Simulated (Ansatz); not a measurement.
# C6H3ClHf: the cost of one run

Computed with Ansatz 0.2.0, Gaussian basis. Level: the settings change from run to run.

2 further runs of the same task are left out: 2 for a known fault of the program. Runs told in other sessions of the task aren't counted.

## (1) The relaxed structure

The geometry comes from an earlier relaxation with PBE0-D4 in a triple-zeta def2 set; it is a stationary point, not always the lowest conformer. Hf takes a core potential in def2 sets; no spin-orbit term is included.

SMILES `C#[C][Hf]([Cl])([C]#C)[C]#C`, 11 atoms, charge 0, spin multiplicity 1.

Atoms are counted from 1 here; the program's logs count them from 0.

Bond lengths: C1–C2 1.216 Å, C1–H9 1.067 Å, C2–Hf3 2.163 Å, Hf3–Cl4 2.328 Å, Hf3–C5 2.163 Å, Hf3–C7 2.163 Å, C5–C6 1.216 Å, C6–H10 1.067 Å, C7–C8 1.216 Å, C8–H11 1.067 Å. Angles: C2–C1–H9 180.0°, C1–C2–Hf3 179.2°, C2–Hf3–Cl4 110.1°, C2–Hf3–C5 108.9°, C2–Hf3–C7 108.9°, Cl4–Hf3–C5 110.0°, Cl4–Hf3–C7 110.0°, C5–Hf3–C7 108.9°, Hf3–C5–C6 179.2°, C5–C6–H10 180.0°, Hf3–C7–C8 179.2°, C7–C8–H11 180.0°.

## (2) PBEsol/ANO-RCC-VTZP

Set apart from the defaults: D3(BJ) dispersion.

The input, in.yaml:

```yaml
crystal:
  periodic: [false, false, false]
  atoms:
    - {symbol: C, position_ang: [2.759827, -0.892624, -1.347522]}
    - {symbol: C, position_ang: [1.841817, -0.314723, -0.798938]}
    - {symbol: Hf, position_ang: [0.191062, 0.687549, 0.174782]}
    - {symbol: Cl, position_ang: [0.795126, 2.866721, 0.729503]}
    - {symbol: C, position_ang: [-0.340622, -0.411439, 1.960017]}
    - {symbol: C, position_ang: [-0.642800, -1.042906, 2.953791]}
    - {symbol: C, position_ang: [-1.505658, 0.707687, -1.166231]}
    - {symbol: C, position_ang: [-2.459286, 0.702163, -1.920032]}
    - {symbol: H, position_ang: [3.565527, -1.400777, -1.829344]}
    - {symbol: H, position_ang: [-0.908304, -1.598121, 3.826005]}
    - {symbol: H, position_ang: [-3.296698, 0.696461, -2.582022]}
basis:
  gaussian: {orbitals: ANO-RCC-VTZP}
hamiltonian: {xc: {name: PBEsol}, dispersion: d3bj}
```

Started as:

```
ansatz run in.yaml --threads 4 --pin off --events-out ev --progress --plain --max-ram 11315MiB
```

Q: Estimate wall time and peak memory on 4 threads of AMD EPYC 9R45, shared host.

About 6 s, with a peak of 1.4 GiB.
